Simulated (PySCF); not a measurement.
# SnHg: bond curves at several levels of theory

One table from this session's results is given with a row withheld; the runs are named, their logs left out.

Method: Sn cc-pVDZ-PP with ECP28, Hg cc-pVDZ-PP with ECP60, scalar-relativistic core potentials; program: PySCF 2.14.0.

Set-up of the first run:

The job is set up so:

```yaml
atoms: Sn, Hg
charge: 0
basis: Sn cc-pVDZ-PP with ECP28, Hg cc-pVDZ-PP with ECP60
Hamiltonian: scalar-relativistic core potentials
basis_functions: 61
electrons_treated: 42
masses_in_u: 119.9022, 201.9706
levels: PBE0, PBE, r²SCAN, BHandHLYP, LDA, PBEsol, HSE06, HF, MP2, SCS-MP2, CCSD, CCSD(T)
grid: 80 radial by 434 angular points
occupations: held fixed by the projection of orbital angular momentum
dissociation_limit: Sn + Hg, each in its ground configuration
starting_distance_in_angstrom: 2.725
values_of_2S_to_try: 0, 2
```

Launch:

```console
> OMP_NUM_THREADS=1 python dia.py task.json out
```

Among the steps run: The job; PBE0 along the bond; Excited determinants; PBE; r²SCAN (meta-GGA); BHandHLYP (global hybrid GGA); LDA (local density); PBEsol (GGA); HSE06 (range-separated hybrid); UHF (mean field); Correlated methods on the Hartree–Fock reference.

One of the session's tables, all rows but one given; the rest of the session is left out.

It belongs to the step «The curves together». Energy (eV) from each level's lowest point:

```
R (Å)    UHF  UHF-MP2  UHF-SCS-MP2  UHF-CCSD  UHF-CCSD(T)
2.474  0.801    0.429        0.532       n/a          n/a
2.589  0.467    0.193        0.271     0.272        0.238
2.704  0.262    0.069        0.122     0.118        0.094
2.791  0.164    0.023        0.058     0.053        0.037
2.877      ?        ?            ?         ?            ?
2.963  0.056    0.000        0.004     0.002        0.000
3.078  0.023    0.014        0.000     0.000        0.007
3.222  0.004    0.045        0.012     0.015        0.030
3.395  0.000    0.089        0.037     0.042        0.067
3.625  0.006    0.144        0.074       n/a          n/a
```

Q: Estimate the row for R (Å) = 2.877 from the others.

Worked estimate for «UHF». A straight line through the neighbours (2.791, 0.164) and (2.963, 0.056) gives 0.164 + (0.056 − 0.164) × (2.877 − 2.791) / (2.963 − 2.791) = 0.110; a parabola fitted to 4 rows on both sides gives 0.099.

**Answer.** UHF: 0.099; UHF-MP2: 0.002; UHF-SCS-MP2: 0.022; UHF-CCSD: 0.018; UHF-CCSD(T): 0.009. In «UHF» the line misses by +0.011 and the parabola by 0.000.
